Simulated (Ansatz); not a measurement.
# MgTiF4 (P4/mmm) in Ansatz: reference runs

Aim: a first look at MgTiF4 with PBE, on the cell as given and on a disturbed one.

All numbers are computed with Ansatz 0.2.0; they aren't measurements. Logs are shortened: lines on timing, memory, paths and dates and some standing lists are left out, and cuts for length are marked.

### Step 1. The crystal as given

Symmetry: P4/mmm, No. 123, tetragonal system. Conventional cell: a = 3.603 Å, b = 3.603 Å, c = 5.113 Å, α = 90.00°, β = 90.00°, γ = 90.00°. Around Ti (site symmetry 4/mmm) lie 8 F at 2.22 Å. Around Mg (site symmetry 4/mmm) lie 8 F at 2.19 Å. F (site symmetry 2mm) has 2 Mg at 2.19 Å and 2 Ti at 2.22 Å and 1 F at 2.50 Å as nearest neighbours.

The cell comes from a database or a generator and needn't be the stable form of this composition.

### Step 2. Single point, PBE

The input, input.yaml:

```yaml
crystal:
  lattice:
    - [3.603038, 0.0, 0.0]
    - [0.0, 3.603038, 0.0]
    - [0.0, 0.0, 5.113374]
  atoms:
    - { symbol: Ti, position: [0.5, 0.5, 0.0] }
    - { symbol: Mg, position: [0.0, 0.0, 0.5] }
    - { symbol: F, position: [0.0, 0.5, 0.255209] }
    - { symbol: F, position: [0.0, 0.5, 0.744791] }
    - { symbol: F, position: [0.5, 0.0, 0.744791] }
    - { symbol: F, position: [0.5, 0.0, 0.255209] }
hamiltonian:
  xc: pbe
  pseudopotentials: { kind: paw }
kpoints:
  mp_grid: { grid: [7, 7, 5] }
scf:
  occupations: { method: fermi_dirac, width: 0.05 }
output:
  forces: true
  stress: true
  eigenvalues: true
```

Potentials or basis: Ansatz PAW.

Launch:

```console
$ ansatz run input.yaml --threads 2 --pin off --max-ram 5120MiB --backend cpu --events-out ev --progress --plain --runs-dir out
```

The program printed:

```text
Warning: RAYON_NUM_THREADS=2 ignored (pool sized by the plan → 2); use --threads N
Engine: ansatz 0.2.0, x86_64-unknown-linux-gnu
Pseudopotentials: kind: paw
Pseudopotential: Ti, paw, valence charge 12, recommended cutoff 420 eV (normal), Ti.paw.azcp
Pseudopotential: Mg, paw, valence charge 10, recommended cutoff 420 eV (normal), Mg.paw.azcp
Pseudopotential: F, paw, valence charge 7, recommended cutoff 420 eV (normal), F.paw.azcp
Functional definition: PBE
  parameter kappa = 0.804
  parameter beta = 0.06672455060314922
  exchange = pbe_x(kappa = kappa, mu = beta*pi^2/3)
  correlation = pbe_c(beta = beta)
Crystal: 6 atoms, lattice volume = 66.381 Å³
Basis set: ecut = 420 eV, 1281 PW (Γ), exchange–correlation on 50×50×72 points (8 copies of the dense FFT grid, shifted against one another)
Bands: 31, of which v1, the nominal top of the filled ones, is band 25 counted from 1 (24 counted from 0)
Symmetry: 16 space group operations
Space group: P4/mmm (ITA 123), of the structure as read, at distance tolerance 4.0e-5 Å
k-points: 30 of 245
Non-local potential: Ti, projectors of the file, l = 0: 3, l = 1: 2, l = 2: 3, l = 3: 1
Non-local potential: Mg, projectors of the file, l = 0: 3, l = 1: 2, l = 2: 1
Non-local potential: F, projectors of the file, l = 0: 2, l = 1: 2, l = 2: 1
PAW form: soft (Blöchl's): semilocal exchange-correlation on the pseudo side does not see the compensation charge
PAW one-centre angular grid: Ti, 590 points (default); XC on 64 Gauss nodes
PAW one-centre angular grid: Mg, 110 points (default); XC on 64 Gauss nodes
PAW one-centre angular grid: F, 110 points (default); XC on 64 Gauss nodes
Initial density: superposition of atomic densities (neutral atoms: chi_scale 0, normalization atom), corrected by the library's trained network
Initial wavefunctions: pseudopotential atomic-orbital guess
Functional: x = pbe(κ = 0.804, μ = 0.2195149727645171), c = pbe(β = 0.06672455060314922)
SCF iter   1: F=—  HF=-7663.112102 eV  |F-HF|=—  |Δ(HF+E_count)|=         —  Δρ=1.02e-2  dr2=2.29e-2  ethr=1.77e-3  ⟨swp⟩=6.1  Hψ=3926  notcnv=0
preconditioner: auto → LDOS  [metal: Δε(μ)=0.015 eV  Ē_g=14.239 eV  σ=0.050 eV  W_gap=0.07  n_scr=20 (ndim 8)  ℏωp=26.6 eV  f_vac=0.074  D(μ)=9.56/eV (n_scr^D=144)  β→1.0]
SCF iter   2: F=—  HF=-7663.126800 eV  |F-HF|=—  |Δ(HF+E_count)|=   1.47e-2  Δρ=1.20e-2  dr2=3.79e-2  ethr=4.57e-5  ⟨swp⟩=2.5  Hψ=1995  notcnv=0
SCF iter   3: F=—  HF=-7663.133717 eV  |F-HF|=—  |Δ(HF+E_count)|=   6.92e-3  Δρ=1.68e-2  dr2=7.95e-2  ethr=4.57e-5  ⟨swp⟩=2.1  Hψ=1831  notcnv=0
SCF iter   4: F=—  HF=-7663.121523 eV  |F-HF|=—  |Δ(HF+E_count)|=   1.22e-2  Δρ=1.26e-3  dr2=6.79e-4  ethr=4.57e-5  ⟨swp⟩=1.3  Hψ=951  notcnv=0
SCF iter   5: F=—  HF=-7663.121559 eV  |F-HF|=—  |Δ(HF+E_count)|=   3.58e-5  Δρ=2.53e-4  dr2=4.77e-5  ethr=1.36e-6  ⟨swp⟩=2.2  Hψ=1364  notcnv=0
SCF iter   6: F=—  HF=-7663.121253 eV  |F-HF|=—  |Δ(HF+E_count)|=   3.05e-4  Δρ=1.76e-4  dr2=2.00e-5  ethr=9.53e-8  ⟨swp⟩=2.0  Hψ=1462  notcnv=0
SCF iter   7: F=—  HF=-7663.121251 eV  |F-HF|=—  |Δ(HF+E_count)|=   2.14e-6  Δρ=9.61e-5  dr2=6.45e-6  ethr=4.01e-8  ⟨swp⟩=2.3  Hψ=1343  notcnv=0
SCF iter   8: F=—  HF=-7663.121250 eV  |F-HF|=—  |Δ(HF+E_count)|=   1.10e-6  Δρ=5.14e-5  dr2=8.86e-7  ethr=1.29e-8  ⟨swp⟩=2.1  Hψ=1491  notcnv=0
SCF iter   9: F=-7663.121250 eV  HF=-7663.121250 eV  |F-HF|=2.31e-8  |Δ(HF+E_count)|=   6.57e-8  Δρ=1.18e-5  dr2=4.02e-8  ethr=2.00e-10  ⟨swp⟩=3.1  Hψ=3686  notcnv=0
SCF 1 converged in 9 iterations: F = -7663.121250 eV  dr2 = 4.02e-8
SCF converged after 9 iterations
Free energy (F): -7663.121250 eV
Harris-Foulkes:  -7663.121250 eV  (|F-HF|=2.31e-8)
Internal energy: -7663.049128 eV  (E = F + TS)
E sigma→0 (E₀):  -7663.085189 eV
Entropy (-TS):   -0.072122 eV (-12.020 meV/atom)
Fermi energy:    10.960175 eV
--- Per-component energies (eV) ---
  E_band       = -623.787791
  E_kinetic    = 1178.085944
  E_local      = -4451.884657  (includes V_loc(G=0)·N_el)
  E_nonlocal   = 401.382439
  E_hartree    = 1642.287141
  E_xc         = -445.979853
  E_vxc        = -568.871875  (∫ρ·V_xc dr)
  E_paw        = -2144.890294  (= ΣΔE_a)
  E_vpaw       = -467.085857  (= ΣTr[D̂ρ^β])
  E_aug_tail   = 0.008490  (compensation charges beyond the density's cutoff)
  E_ewald      = -3842.058339
  E_smearing   = -0.072122  (= −TS)
  E_closure    = 0.000000  (closes the sum)
  Σ components = -7663.121250   (vs F -7663.121250, Δ=0.00e0)
--- Forces (eV/Å), atoms counted from 1 ---
  atom   1  Ti    -0.00000000    -0.00000000    -0.00000000
  atom   2  Mg     0.00000000     0.00000000     0.00000000
  atom   3  F     -0.00000000     0.00000000     0.32854697
  atom   4  F      0.00000000     0.00000000    -0.32854697
  atom   5  F      0.00000000     0.00000000    -0.32854697
  atom   6  F     -0.00000000     0.00000000     0.32854697
  max |Σ_I F_I| component: 7.60e-29 eV/Å
--- Stress (GPa, compression-positive) ---
       -3.101340       0.000000       0.000000
        0.000000      -3.101340       0.000000
        0.000000       0.000000       2.264167
  P = ⅓ Tr σ = -1.3128 GPa (-13.128 kbar)
--- Band table (eV; the first three rows and the last of 30) ---
  k-point 0: bands = ["-67.6217", "-47.3015", "-34.3793", "-34.3744", "-34.3744", "-23.6892", "-23.6023", "-23.6023", "-16.6356", "-15.8985", "-15.6256", "-15.1588", "0.2724", "1.4418", "1.4418", "1.5645", "1.5645", "1.5881", "3.6934", "3.7124", "3.7124", "3.8107", "3.8107", "4.2049", "10.3794", "10.9073", "11.0521", "12.1075", "12.6281", "12.6281", "16.6679"]
  k-point 1: bands = ["-67.6217", "-47.3015", "-34.3793", "-34.3744", "-34.3744", "-23.6904", "-23.6022", "-23.6022", "-16.5688", "-15.9727", "-15.5839", "-15.2057", "0.5364", "1.3366", "1.3366", "1.6745", "1.6745", "1.8044", "3.2666", "3.6890", "3.6890", "3.8337", "3.8337", "3.9102", "10.5270", "11.0546", "11.2417", "12.1845", "12.5972", "12.5972", "15.2387"]
  k-point 2: bands = ["-67.6217", "-47.3015", "-34.3793", "-34.3744", "-34.3744", "-23.6922", "-23.6022", "-23.6022", "-16.3916", "-16.1619", "-15.4730", "-15.3248", "1.2470", "1.2470", "1.2605", "1.7728", "1.7728", "2.3067", "2.3914", "3.2042", "3.6568", "3.6568", "3.8642", "3.8642", "10.6753", "11.0588", "12.2215", "12.3031", "12.5481", "12.5481", "13.6575"]
  k-point 29: bands = ["-67.6213", "-47.2943", "-34.3808", "-34.3807", "-34.3767", "-23.7080", "-23.7077", "-23.6208", "-15.9187", "-15.8759", "-15.6761", "-15.6310", "0.5234", "0.8857", "0.9093", "1.2512", "2.0811", "2.1173", "2.9477", "2.9757", "3.6808", "3.8939", "4.0118", "4.1159", "10.7020", "11.2328", "11.7484", "11.8321", "12.2980", "16.0779", "16.4591"]
```

It took 5 s on 2 threads of Intel Xeon at 2.50GHz (Skylake/Cascade Lake), shared host; peak memory 0.39 GiB.

What came out:

- Free energy: -7663.1213 eV
- Pressure: -1.3 GPa
- Largest force: 0.329 eV/Å
- Band gap on the k mesh: none (metal or under the smearing width)

Forces on the atoms (eV/Å):
```
Ti   0.000  0.000  0.000
Mg   0.000  0.000  0.000
F    0.000  0.000  0.329
F    0.000  0.000 -0.329
F    0.000  0.000 -0.329
F    0.000  0.000  0.329
```

Caveat: the pressure holds a Pulay correction of +0.7 GPa for the finite cutoff; semilocal functionals often make such compounds metallic where correlation or magnetic order opens a gap, which also shifts bond lengths.

### Step 3. Single point, PBE (atoms moved at random, drawn with an rms of 0.05 Å)

The input, input.yaml:

```yaml
crystal:
  lattice:
    - [3.603038, 0.0, 0.0]
    - [0.0, 3.603038, 0.0]
    - [0.0, 0.0, 5.113374]
  atoms:
    - { symbol: Ti, position: [0.497062, 0.497205, -0.003999] }
    - { symbol: Mg, position: [-0.011179, 0.001974, 0.497387] }
    - { symbol: F, position: [0.012333, 0.496294, 0.257493] }
    - { symbol: F, position: [-0.001848, 0.501682, 0.747514] }
    - { symbol: F, position: [0.505194, -0.000587, 0.746713] }
    - { symbol: F, position: [0.485574, -0.000689, 0.252682] }
hamiltonian:
  xc: pbe
  pseudopotentials: { kind: paw }
kpoints:
  mp_grid: { grid: [7, 7, 5] }
scf:
  occupations: { method: fermi_dirac, width: 0.05 }
output:
  forces: true
  stress: true
  eigenvalues: true
  write_density: true
  write_potential: true
  elf: true
  volumetric_format: npy
```

Potentials or basis: Ansatz PAW.

Launch:

```console
$ ansatz run input.yaml --threads 2 --pin off --max-ram 5120MiB --backend cpu --events-out ev --progress --plain --runs-dir out
```

The program printed:

```text
Warning: RAYON_NUM_THREADS=2 ignored (pool sized by the plan → 2); use --threads N
[... 10 set-up lines as earlier in the session ...]
Crystal: 6 atoms, lattice volume = 66.381 Å³
Basis set: ecut = 420 eV, 1281 PW (Γ), exchange–correlation on 50×50×72 points (8 copies of the dense FFT grid, shifted against one another)
Bands: 31, of which v1, the nominal top of the filled ones, is band 25 counted from 1 (24 counted from 0)
Symmetry: 1 space group operations
Space group: P1 (ITA 1), of the structure as read, at distance tolerance 4.0e-5 Å
k-points: 123 of 245 (time reversal used)
[... 10 set-up lines as earlier in the session ...]
SCF iter   1: F=—  HF=-7663.073610 eV  |F-HF|=—  |Δ(HF+E_count)|=         —  Δρ=9.96e-3  dr2=2.36e-2  ethr=1.77e-3  ⟨swp⟩=6.1  Hψ=16261  notcnv=0
preconditioner: auto → LDOS  [metal: Δε(μ)=0.013 eV  Ē_g=14.241 eV  σ=0.050 eV  W_gap=0.07  n_scr=20 (ndim 8)  ℏωp=26.6 eV  f_vac=0.074  D(μ)=9.82/eV (n_scr^D=144)  β→1.0]
SCF iter   2: F=—  HF=-7663.087788 eV  |F-HF|=—  |Δ(HF+E_count)|=   1.42e-2  Δρ=1.24e-2  dr2=4.03e-2  ethr=4.72e-5  ⟨swp⟩=2.3  Hψ=8114  notcnv=0
SCF iter   3: F=—  HF=-7663.094388 eV  |F-HF|=—  |Δ(HF+E_count)|=   6.60e-3  Δρ=1.69e-2  dr2=8.15e-2  ethr=4.72e-5  ⟨swp⟩=2.1  Hψ=7673  notcnv=0
SCF iter   4: F=—  HF=-7663.082262 eV  |F-HF|=—  |Δ(HF+E_count)|=   1.21e-2  Δρ=1.81e-3  dr2=1.12e-3  ethr=4.72e-5  ⟨swp⟩=1.0  Hψ=3817  notcnv=0
SCF iter   5: F=—  HF=-7663.082280 eV  |F-HF|=—  |Δ(HF+E_count)|=   1.74e-5  Δρ=1.20e-3  dr2=3.97e-4  ethr=2.23e-6  ⟨swp⟩=1.9  Hψ=3941  notcnv=0
SCF iter   6: F=—  HF=-7663.082246 eV  |F-HF|=—  |Δ(HF+E_count)|=   3.32e-5  Δρ=5.34e-4  dr2=8.33e-5  ethr=7.93e-7  ⟨swp⟩=1.1  Hψ=3829  notcnv=0
SCF iter   7: F=—  HF=-7663.081977 eV  |F-HF|=—  |Δ(HF+E_count)|=   2.69e-4  Δρ=1.34e-4  dr2=7.22e-6  ethr=1.67e-7  ⟨swp⟩=1.3  Hψ=3877  notcnv=0
SCF iter   8: F=—  HF=-7663.081978 eV  |F-HF|=—  |Δ(HF+E_count)|=   3.94e-7  Δρ=4.17e-5  dr2=1.56e-6  ethr=1.44e-8  ⟨swp⟩=2.0  Hψ=5303  notcnv=0
SCF iter   9: F=—  HF=-7663.081977 eV  |F-HF|=—  |Δ(HF+E_count)|=   1.91e-7  Δρ=2.79e-5  dr2=4.80e-7  ethr=3.13e-9  ⟨swp⟩=2.0  Hψ=4953  notcnv=0
SCF iter  10: F=-7663.081977 eV  HF=-7663.081977 eV  |F-HF|=1.42e-8  |Δ(HF+E_count)|=   8.79e-8  Δρ=9.72e-6  dr2=3.01e-8  ethr=2.00e-10  ⟨swp⟩=6.8  Hψ=24712  notcnv=0
SCF 1 converged in 10 iterations: F = -7663.081977 eV  dr2 = 3.01e-8
SCF converged after 10 iterations
Free energy (F): -7663.081977 eV
Harris-Foulkes:  -7663.081977 eV  (|F-HF|=1.42e-8)
Internal energy: -7663.008372 eV  (E = F + TS)
E sigma→0 (E₀):  -7663.045175 eV
Entropy (-TS):   -0.073605 eV (-12.267 meV/atom)
Fermi energy:    10.989775 eV
--- Per-component energies (eV) ---
  E_band       = -623.670299
  E_kinetic    = 1178.262674
  E_local      = -4455.056092  (includes V_loc(G=0)·N_el)
  E_nonlocal   = 401.410167
  E_hartree    = 1643.890028
  E_xc         = -446.012445
  E_vxc        = -568.918665  (∫ρ·V_xc dr)
  E_paw        = -2144.933612  (= ΣΔE_a)
  E_vpaw       = -467.156401  (= ΣTr[D̂ρ^β])
  E_aug_tail   = 0.008455  (compensation charges beyond the density's cutoff)
  E_ewald      = -3840.577546
  E_smearing   = -0.073605  (= −TS)
  E_closure    = 0.000000  (closes the sum)
  Σ components = -7663.081977   (vs F -7663.081977, Δ=0.00e0)
--- Forces (eV/Å), atoms counted from 1 ---
  atom   1  Ti     0.12469812     0.04046757     0.29423967
  atom   2  Mg     0.09755881    -0.03094614    -0.03282882
  atom   3  F     -0.51871112     0.06010628     0.29937047
  atom   4  F      0.05149866    -0.02688398    -0.44388470
  atom   5  F     -0.12884899     0.01383977    -0.49115071
  atom   6  F      0.37378424    -0.05657737     0.37419525
  max |Σ_I F_I| component: 5.88e-5 eV/Å
--- Stress (GPa, compression-positive) ---
       -2.787171      -0.052802      -0.141176
       -0.052801      -2.474554       0.057229
       -0.141175       0.057230       2.231149
  P = ⅓ Tr σ = -1.0102 GPa (-10.102 kbar)
--- Band table (eV; the first three rows and the last of 123) ---
  k-point 0: bands = ["-67.6462", "-47.2676", "-34.4082", "-34.3986", "-34.3948", "-23.6610", "-23.5735", "-23.5674", "-16.6383", "-15.8997", "-15.6267", "-15.1539", "0.2697", "1.4302", "1.4347", "1.5500", "1.5528", "1.6258", "3.6697", "3.7045", "3.7054", "3.8222", "3.8307", "4.2032", "10.4174", "10.8963", "11.0760", "12.1595", "12.6663", "12.6858", "16.6387"]
  k-point 1: bands = ["-67.6462", "-47.2676", "-34.4082", "-34.3986", "-34.3948", "-23.6621", "-23.5735", "-23.5674", "-16.5722", "-15.9734", "-15.5858", "-15.1998", "0.5327", "1.3249", "1.3390", "1.6626", "1.6805", "1.8109", "3.2557", "3.6773", "3.6841", "3.8312", "3.8478", "3.9216", "10.5716", "11.0785", "11.2221", "12.2348", "12.6365", "12.6559", "15.2230"]
  k-point 2: bands = ["-67.6462", "-47.2676", "-34.4082", "-34.3986", "-34.3948", "-23.6639", "-23.5735", "-23.5675", "-16.3987", "-16.1589", "-15.4816", "-15.3121", "1.2187", "1.2362", "1.2896", "1.7614", "1.7792", "2.2940", "2.3887", "3.2080", "3.6525", "3.6586", "3.8665", "3.8763", "10.7192", "11.0826", "12.1879", "12.3514", "12.5914", "12.6083", "13.6582"]
  k-point 122: bands = ["-67.6460", "-47.2633", "-34.4109", "-34.4000", "-34.3965", "-23.6894", "-23.6093", "-23.5922", "-16.0860", "-15.9151", "-15.6813", "-15.5448", "1.1244", "1.2240", "1.5734", "1.6686", "1.8390", "2.1850", "2.7855", "3.0047", "3.2039", "3.4878", "3.5322", "3.6289", "10.9769", "11.0173", "12.0066", "12.0990", "12.4808", "14.1990", "15.7882"]
```

rho_z.tsv:

```text
# z_ang	rho[e/angstrom^3]
# format = ansatz-planar-average/11
# lattice	3.603038000	0.000000000	0.000000000
# lattice	0.000000000	3.603038000	0.000000000
# lattice	0.000000000	0.000000000	5.113374000
# sites	6
# site	22	1.790933274	1.791448509	-0.020448383
# site	12	-0.040278362	0.007112397	2.543325754
# site	9	0.044436268	1.788166141	1.316658011
# site	9	-0.006658414	1.807579310	3.822318652
# site	9	1.820233179	-0.002114983	3.818222840
# site	9	1.749541574	-0.002482493	1.292057569
0.000000	8.979680e-1
0.142038	8.222304e-1
0.284076	6.655370e-1
0.426115	5.000289e-1
0.568153	4.011909e-1
0.710191	4.201500e-1
[... 28 lines left out ...]
4.829298	7.234003e-1
4.971336	8.580440e-1
```

v_z.tsv:

```text
# z_ang	v_es[eV]	v_tot[eV]
# format = ansatz-planar-average/11
# xc	pbe
# density_cutoff_ev	1680
# datasets	Ti=:simpson_from_first_knot:soft	Mg=:simpson_from_first_knot:soft	F=:simpson_from_first_knot:soft
# lattice	3.603038000	0.000000000	0.000000000
# lattice	0.000000000	3.603038000	0.000000000
# lattice	0.000000000	0.000000000	5.113374000
# sites	6
# site	22	1.790933274	1.791448509	-0.020448383
# site	12	-0.040278362	0.007112397	2.543325754
# site	9	0.044436268	1.788166141	1.316658011
# site	9	-0.006658414	1.807579310	3.822318652
# site	9	1.820233179	-0.002114983	3.818222840
# site	9	1.749541574	-0.002482493	1.292057569
0.000000	2.879359e0	-6.840011e0
0.142038	3.063426e0	-6.454187e0
0.284076	3.591082e0	-5.799342e0
0.426115	4.455447e0	-4.980353e0
0.568153	5.556503e0	-4.091039e0
0.710191	5.541062e0	-4.687729e0
[... 28 lines left out ...]
4.829298	3.381614e0	-6.190482e0
4.971336	2.972908e0	-6.621281e0
```

Run time: 32 s. Hardware: 2 threads of Intel Xeon at 2.50GHz (Skylake/Cascade Lake), shared host; peak memory 0.49 GiB.

Results:

| Property | Result |
| --- | --- |
| Free energy | -7663.0820 eV |
| Pressure | -1.0 GPa |
| Largest force | 0.602 eV/Å |
| Band gap on the k mesh | none (metal or under the smearing width) |

Forces in eV/Å, atoms in the order of the input:
```
Ti   0.125  0.040  0.294
Mg   0.098 -0.031 -0.033
F   -0.519  0.060  0.299
F    0.051 -0.027 -0.444
F   -0.129  0.014 -0.491
F    0.374 -0.057  0.374
```

Caveat: the pressure holds a Pulay correction of +0.7 GPa for the finite cutoff; semilocal functionals often make such compounds metallic where correlation or magnetic order opens a gap, which also shifts bond lengths.
